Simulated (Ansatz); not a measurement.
Run this with the Python package of Ansatz (0.2.0) and show what comes out.

The script, `edit_tepd.py`:
```python
import logging
import sys

import ansatz as az
import numpy as np

logging.basicConfig(stream=sys.stdout, format="%(levelname)s %(message)s")
log = logging.getLogger("run")
log.setLevel(logging.INFO)

vectors = np.array([
    [4.1521, 0.0, 0.0],
    [-2.07605, 3.59582408, 0.0],
    [0.0, 0.0, 5.6719],
])
xtal = (
    az.Lattice.of(vectors)
    .atom("Te", [1 / 3, 2 / 3, 0.25])
    .atom("Te", [2 / 3, 1 / 3, 0.75])
    .atom("Pd", [0.0, 0.0, 0.0])
    .atom("Pd", [0.0, 0.0, 0.5])
)

job = (
    xtal.calculation()
    .pseudopotentials("nc")
    .mixing("msr1", beta=0.2)
    .kpoints(4, 4, 3)
    .functional("pbesol")
    .occupations("gaussian")
    .band_table()
)
typed = job.input()
rows = []
for value in [0.1, 0.3, 0.6]:
    edited = typed.set(az.key.scf.mixing.beta, value)
    report = az.Session.from_dict(edited).plan().execute().report
    rows.append((value, report["free_energy_ev"], report["n_iterations"], len(report["eigenvalues_ev"][0]) if "eigenvalues_ev" in report else 0))
log.info("          beta            F eV      iterations    bands listed")
for row in rows:
    log.info(f"{str(row[0]):>14s}  {row[1]:14.5f}  {row[2]:14d}  {row[3]:14d}")
```

Output of `python edit_tepd.py`:
```text
DeckWarning: basis.ecutwfc = 1120 eV, auto-derived from the records' recommended cutoffs: set by Te (normal level)
INFO           beta            F eV      iterations    bands listed
INFO            0.1    -13034.11702               8              40
INFO            0.3    -13034.11702               8              40
INFO            0.6    -13034.11702               7              40
```
(Warnings from the package without file and line.)

Caveats:
- These settings explore the input space; cutoff and mesh may be short of convergence.
- The mesh is modest for a metal, so energies can be off by several to tens of meV an atom and pressures by half a GPa or more; differences at equal mesh fare better.
- The structure is a deposited one; some such entries were measured under pressure or heat, so a shift against it needn't be the functional's error alone.
- Run time: 12 s on 1 thread of Arm Neoverse V2, on a shared host, peak memory 0.49 GiB.
